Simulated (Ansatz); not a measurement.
# CH2AlClS: ionisation energy by level of theory

One table from this session's results is given with a row withheld; the runs are named, their logs left out.

Computed with Ansatz 0.2.0, Gaussian basis. Level: unrestricted cation, the program's frozen cores in correlated methods.

Levels to be run: UKS PBE-D4/def2-TZVPP; UKS r2SCAN-D4/def2-TZVPP; UKS PBE0-D4/def2-TZVPP; UKS B3LYP-D4/def2-TZVPP; UKS wB97X-V/def2-TZVPP; UKS wB97M-V/def2-TZVPP; UKS B2PLYP/def2-TZVPP; UHF-CCSD(T)/def2-TZVPP; UHF-MP2/def2-QZVPP; extrapolation to the limit; then −ε(HOMO) from the neutral's earlier runs with LDA (SPW92), PBE-D4, revPBE-D4, BLYP-D4, r2SCAN-D4, B97M-V, PBE0-D4, B3LYP-D4, r2SCANh-D4, r2SCAN0-D4, HSE06-D4, BHLYP-D4, CAM-B3LYP-D4, LC-ωPBE, ωB97X-V, ωB97M-V.

## The relaxed structure

The geometry comes from an earlier relaxation with PBE0-D4 in a triple-zeta def2 set; it is a stationary point.

6 atoms, charge 0, spin multiplicity 1.

Atoms are counted from 1 here; the program's logs count them from 0.

Bond lengths: Cl1–Al2 2.068 Å, Al2–C3 1.898 Å, Al2–S4 2.102 Å, C3–S4 1.933 Å, C3–H5 1.087 Å, C3–H6 1.087 Å. Angles: Cl1–Al2–C3 153.7°, Cl1–Al2–S4 148.8°, C3–Al2–S4 57.5°, Al2–C3–S4 66.6°, Al2–C3–H5 122.8°, Al2–C3–H6 122.8°, S4–C3–H5 110.8°, S4–C3–H6 110.8°, H5–C3–H6 111.5°, Al2–S4–C3 55.9°.

Set-up of the first run:

Input file in.yaml:

```yaml
crystal:
  periodic: [false, false, false]
  atoms:
    - {symbol: Cl, position_ang: [-1.244978, -2.696171, 0.707940]}
    - {symbol: Al, position_ang: [-0.539067, -0.882036, 0.011069]}
    - {symbol: C, position_ang: [0.532687, 0.680386, 0.118356]}
    - {symbol: S, position_ang: [-0.559928, 0.605695, -1.474398]}
    - {symbol: H, position_ang: [1.588832, 0.689716, -0.138817]}
    - {symbol: H, position_ang: [0.264653, 1.538308, 0.729750]}
basis:
  gaussian: {orbitals: def2-TZVPP}
total_charge: 1
magnetization: {spin_polarized: true, initial_magnetization: 1}
hamiltonian: {xc: pbe, dispersion: d4}
```

Launch:

```
> ansatz run in.yaml --threads 2 --pin off --events-out ev --progress --plain --max-ram 4352MiB
```

Steps of the session up to this table: Cation, UKS PBE-D4/def2-TZVPP; Cation, UKS r2SCAN-D4/def2-TZVPP; Cation, UKS PBE0-D4/def2-TZVPP; Cation, UKS B3LYP-D4/def2-TZVPP; Cation, UKS wB97X-V/def2-TZVPP; Cation, UKS wB97M-V/def2-TZVPP; Cation, UKS B2PLYP (frozen core)/def2-TZVPP; Cation, UHF-CCSD(T)/def2-TZVPP; Cation, UHF-MP2/def2-QZVPP.

One of the session's tables, all rows but one given; the rest of the session is left out.

Orbital estimates, from the neutral's runs:

```
  functional  −ε(HOMO) (eV)
 LDA (SPW92)           6.12
      PBE-D4           5.99
   revPBE-D4           5.93
     BLYP-D4           5.80
   r2SCAN-D4           6.22
      B97M-V              ?
     PBE0-D4           7.14
    B3LYP-D4           6.89
  r2SCANh-D4           6.64
  r2SCAN0-D4           7.29
    HSE06-D4           6.74
    BHLYP-D4           8.14
CAM-B3LYP-D4           8.42
     LC-ωPBE           9.81
     ωB97X-V           9.45
     ωB97M-V           9.28
```

Estimate the missing values for B97M-V.

**Answer.** −ε(HOMO) (eV): 6.25. In the column «−ε(HOMO) (eV)» it lies between r2SCAN-D4 (6.22) and r2SCANh-D4 (6.64).
